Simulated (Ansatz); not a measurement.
# AlAsH₂ (singlet): the correlation ladder, cc-pVDZ

How much of the correlation energy of AlAsH₂ (singlet) does each wave-function method recover here?

Program: Ansatz 0.2.0, Gaussian basis. Level of theory: cc-pVDZ, core rule «outside noble gas», up to 19 orbitals frozen. These are calculated values, not measurements.

Plan: UHF; CCSD(T) on RHF; CCSD(T) on UHF; BCCD(T) on RHF; CISD; CCSDT(Q) on RHF; CCSDT(Q) on UHF; CCSDTQ on RHF; CASSCF and MRCISD+Q, 10 electrons in 10 orbitals; CASSCF and MRCISD+Q(relaxed), 10 electrons in 10 orbitals; CASSCF and NEVPT2, 10 electrons in 10 orbitals.

9 further runs of the same task are left out: 5 for a known fault of the program, 4 set aside as unsound or not needed.

### Step 1. What is computed

The geometry is a PBE0/def2-TZVP stationary point (not a proven minimum). No spin-orbit coupling is included. The filled d shell of As may be among the frozen orbitals whatever the setting's name suggests; the logs give the count.

4 atoms, charge 0, spin multiplicity 1.

Atoms are counted from 1 here; the program's logs count them from 0.

Bond lengths: Al1–As2 2.523 Å, As2–H3 1.535 Å, As2–H4 1.535 Å. Angles: Al1–As2–H3 80.9°, Al1–As2–H4 80.9°, H3–As2–H4 90.2°.

### Step 2. UHF

The input, in.yaml:

```yaml
crystal:
  periodic: [false, false, false]
  atoms:
    - {symbol: Al, position_ang: [-0.010266, 0.000001, 1.863024]}
    - {symbol: As, position_ang: [0.031352, 0.000000, -0.659252]}
    - {symbol: H, position_ang: [-1.027816, -1.087510, -0.434086]}
    - {symbol: H, position_ang: [-1.027822, 1.087503, -0.434087]}
basis:
  gaussian: {orbitals: cc-pVDZ}
magnetization: {spin_polarized: true, initial_magnetization: 0}
hamiltonian: {xc: hf}
output: {orbitals: {seedname: orbitals}}
```

Command:

```sh
$ ansatz run in.yaml --threads 1 --pin off --events-out ev --progress --plain --max-ram 4096MiB --backend cpu
```

Further steps of the session: CCSD(T) on RHF; CCSD(T) on UHF; BCCD(T) on RHF; CISD; CCSDT(Q) on RHF; CCSDT(Q) on UHF; CCSDTQ on RHF; CASSCF and MRCISD+Q, 10 electrons in 10 orbitals; CASSCF and MRCISD+Q(relaxed), 10 electrons in 10 orbitals; CASSCF and NEVPT2, 10 electrons in 10 orbitals.

Q: Predict the results of all the runs planned. Wanted: RCCSDTQ below the RHF energy; RMP2 from RCCSDTQ; RCCSD from RCCSDTQ; RCCSD(T) from RCCSDTQ; RCCSDT(Q) from RCCSDTQ; NEVPT2 valence from RCCSDTQ; MRCISD+Q valence from RCCSDTQ; MRCISD+Q(relaxed) valence from RCCSDTQ; T1 diagnostic.

**Answer**, as computed:

| quantity | value |
| --- | --- |
| RCCSDTQ below the RHF energy | -5.5401 eV |
| RMP2 from RCCSDTQ | +27.11 kcal/mol |
| RCCSD from RCCSDTQ | +4.63 kcal/mol |
| RCCSD(T) from RCCSDTQ | +0.85 kcal/mol |
| RCCSDT(Q) from RCCSDTQ | +0.01 kcal/mol |
| NEVPT2 valence from RCCSDTQ | +19.96 kcal/mol |
| MRCISD+Q valence from RCCSDTQ | +0.72 kcal/mol |
| MRCISD+Q(relaxed) valence from RCCSDTQ | -0.20 kcal/mol |
| levels within 1 kcal/mol (43 meV) | RCCSD(T), BCCD(T), RCCSDT, RCCSDT(Q), MRCISD+Q valence, MRCISD+Q(relaxed) valence |
| T1 diagnostic | 0.015 |
| effectively unpaired electrons | 0.11 |

In words: RCCSD(T) lands +0.85 kcal/mol from the yardstick (0.7 % of the correlation energy). One determinant dominates. Of the multireference levels listed MRCISD+Q(relaxed) valence comes nearest in total energy (-0.20 kcal/mol), which doesn't show that its space is the better one. These misses are within one basis, not against nature.
